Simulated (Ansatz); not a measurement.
Crystal: AgRh.

```
CELL_PARAMETERS angstrom
2.77759 0.00000 0.00000
-1.38879 2.40546 0.00000
0.00000 0.00000 4.80860
ATOMIC_POSITIONS crystal
Ag 0.00000 0.00000 0.50000
Rh 0.66667 0.33333 0.00000
```

The cell comes from a database or a generator and needn't be the stable form of this composition.

Base run:

| Quantity | Value |
| --- | --- |
| Program | Ansatz 0.2.0 |
| Functional | PBEsol |
| Potentials or basis | all-electron LAPW, non-relativistic |
| Cutoff | 263 eV |
| Density cutoff | 1053 eV |
| Basis error allowed | 0.001 eV/atom |
| k mesh | 11 × 11 × 6 |
| Occupations | fermi-dirac, width 0.05 eV |
| Spin | no spin polarisation |

Its results: pressure -2.5 GPa.

**Question.** After a change of settings the same cell gave: pressure -10.6 GPa. Which change was it?
A. functional from PBEsol to LDA; potentials or basis from all-electron LAPW, non-relativistic to all-electron LAPW, scalar-relativistic
B. potentials or basis from all-electron LAPW, non-relativistic to all-electron PAW datasets made for the crystal
C. functional from PBEsol to PBE; potentials or basis from all-electron LAPW, non-relativistic to all-electron LAPW, scalar-relativistic

**Answer.** B.

Caveats: relativity is left out, which matters for the heavier elements (some runs).

Not every run made on this cell is shown here.
